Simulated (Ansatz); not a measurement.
What does this script print? It uses the Ansatz DFT code, driven from Python.

Input file `ch2bclo.xyz`:
```text
6

O     0.08350    1.74220    0.42400
C     0.00390    0.78620   -0.28910
B    -0.05110   -0.62570    0.35480
Cl    0.01420   -2.12510   -0.69360
H     0.00320    0.87990   -1.38600
H    -0.01160   -0.72150    1.54380
```

Script `ch2bclo_field.py`:
```python
# -*- coding: utf-8 -*-
"""Response of CH2BClO to a pair of distant point charges."""

import ansatz as az
import numpy as np

BASIS = "def2-SVPD"
FUNCTIONAL = "hf"


def main():
    system = az.Crystal.molecule_from_extxyz("ch2bclo.xyz")

    model = (
        system.calculation()
        .basis(gaussian=BASIS)
        .functional(FUNCTIONAL)
        .forces()
    )
    # charges +q and -q at -R and +R make a nearly even field 2 k q / R^2 at the centre
    centre = np.mean([site.position_ang for site in system.cartesian_sites], axis=0)
    field = 2 * 14.399645 * 2.0 / 30.0 ** 2


    def dipole(axis, sign):
        arm = 30.0 * np.eye(3)[axis]
        pair = [{"charge": sign * 2.0, "position_ang": (centre - arm).tolist()}, {"charge": -sign * 2.0, "position_ang": (centre + arm).tolist()}]
        deck = model.input().set(az.key.basis.gaussian.point_charges, pair)
        return np.array(az.Session.from_dict(deck).plan().execute().report["charge_distribution"]["dipole_moment_e_ang"])


    print(f"field {field:.4f} V/A")
    alpha = np.array([(dipole(axis, 1) - dipole(axis, -1)) / (2 * field) * 14.399645 for axis in range(3)])
    print("polarisability tensor (A^3)")
    print(np.array2string(alpha, precision=3, suppress_small=True))
    print(f"mean {np.trace(alpha) / 3:.3f} A^3 = {np.trace(alpha) / 3 / 0.14818471:.2f} bohr^3")


if __name__ == "__main__":
    main()
```

```console
$ python ch2bclo_field.py
field 0.0640 V/A
polarisability tensor (A^3)
[[4.42  0.057 0.018]
 [0.057 7.466 1.06 ]
 [0.018 1.044 6.021]]
mean 5.969 A^3 = 40.28 bohr^3
```

The geometry is a force-field or estimated start, not a minimum of this method, and the basis set is short of its limit. The field of two point charges is only nearly even. It ran for 10 s on 1 thread of Arm Neoverse V2 (shared host), peak memory 0.26 GiB.

(A comment or docstring line of the script was reworded after the run, the code is as it ran; lines on the test bed's own set-up are left out of the output.)
